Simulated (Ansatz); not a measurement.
# GaPN (quartet): wave-function methods side by side, cc-pVDZ

The task here is to estimate one member of a computed series from the others.

Method: cc-pVDZ, core rule «outside noble gas», up to 20 orbitals frozen; program: Ansatz 0.2.0, Gaussian basis.

Plan: UHF; CCSD(T) on ROHF; CCSD(T) on UHF; BCCD(T) on ROHF; CISD as a restricted active space (open shells left free, so some higher excitations enter); CCSDT(Q) on ROHF; CCSDT(Q) on UHF; CASSCF and MRCISD+Q, 9 electrons in 10 orbitals; CASSCF and NEVPT4(SD), 9 electrons in 10 orbitals; CASSCF and NEVPT2, 9 electrons in 10 orbitals.

35 further runs of the same task are left out: 8 for a known fault of the program, 12 that didn't finish, 15 set aside as unsound or not needed. Runs told in other sessions of the task aren't counted.

### What is computed

The geometry is a PBE0/def2-TZVP stationary point (not a proven minimum). No spin-orbit coupling is included. The filled d shell of Ga may be among the frozen orbitals whatever the setting's name suggests.

3 atoms, charge 0, spin multiplicity 4.

Atoms are counted from 1 here; the program's logs count them from 0.

Bond lengths: N1–Ga2 1.836 Å, Ga2–P3 2.174 Å. Angles: N1–Ga2–P3 180.0°.

The first run:

The input, in.yaml:

```yaml
crystal:
  periodic: [false, false, false]
  atoms:
    - {symbol: N, position_ang: [0.000000, 0.000000, -1.948900]}
    - {symbol: Ga, position_ang: [0.000000, 0.000000, -0.112500]}
    - {symbol: P, position_ang: [0.000000, 0.000000, 2.061400]}
basis:
  gaussian: {orbitals: cc-pVDZ}
magnetization: {spin_polarized: true, initial_magnetization: 3}
hamiltonian: {xc: hf}
output: {orbitals: {seedname: orbitals}}
```

Run with:

```bash
ansatz run in.yaml --threads 1 --pin off --events-out ev --progress --plain --max-ram 2393MiB
```

Among the steps run: UHF; CCSD(T) on ROHF; CCSD(T) on UHF; BCCD(T) on ROHF; CISD as a restricted active space (open shells left free, so some higher excitations enter); CCSDT(Q) on ROHF; CCSDT(Q) on UHF; CASSCF and MRCISD+Q, 9 electrons in 10 orbitals; CASSCF and NEVPT4(SD), 9 electrons in 10 orbitals; CASSCF and NEVPT2, 9 electrons in 10 orbitals.

One table of the session follows, with a row left open; its other results are not shown here.

| method | from RCCSDT(Q) (meV) |
| --- | --- |
| UHF | +7964.3 |
| RMP2 | +1213.9 |
| UMP2 | +1737.5 |
| RCCSD | ? |
| UCCSD | +449.2 |
| RCCSD(T) | +103.9 |
| UCCSD(T) | +123.5 |
| BCCD(T) | +121.7 |
| RCCSDT | +62.5 |
| UCCSDT | +37.1 |
| RCCSDT(Q) | 0 |
| UCCSDT(Q) | -8.9 |
| CASSCF valence | +6121.8 |
| NEVPT2 valence | +1143.7 |
| NEVPT4(SD) valence | +105.7 |
| MRCISD valence | +595.4 |
| MRCISD+Q valence | +48.3 |

**Question.** Estimate the row for RCCSD.

The run gave: from RCCSDT(Q) (meV): +561.6. In the column «from RCCSDT(Q) (meV)» it lies between UCCSD (+449.2) and MRCISD valence (+595.4).

Not comparable, so not listed: CISD as a restricted active space (open shells left free, so some higher excitations enter) (they don't share determinant, frozen orbitals or solution with the rows shown, or repeat one).

Caveats from the session: The report flags that the cluster equations may have other roots. Left out of the table: ROHF (another determinant or state than the rows shown). The program flags RCCSD(T), BCCD(T), RCCSDT(Q) as in doubt, so the zero of the table is itself unsure. Warnings: spin contamination; coupled cluster took another determinant than the lowest; large T1 diagnostic. Restricted and unrestricted rows rest on different reference determinants; a gap between their highest levels can come from leftover correlation error, from unlike frozen cores or from another state.
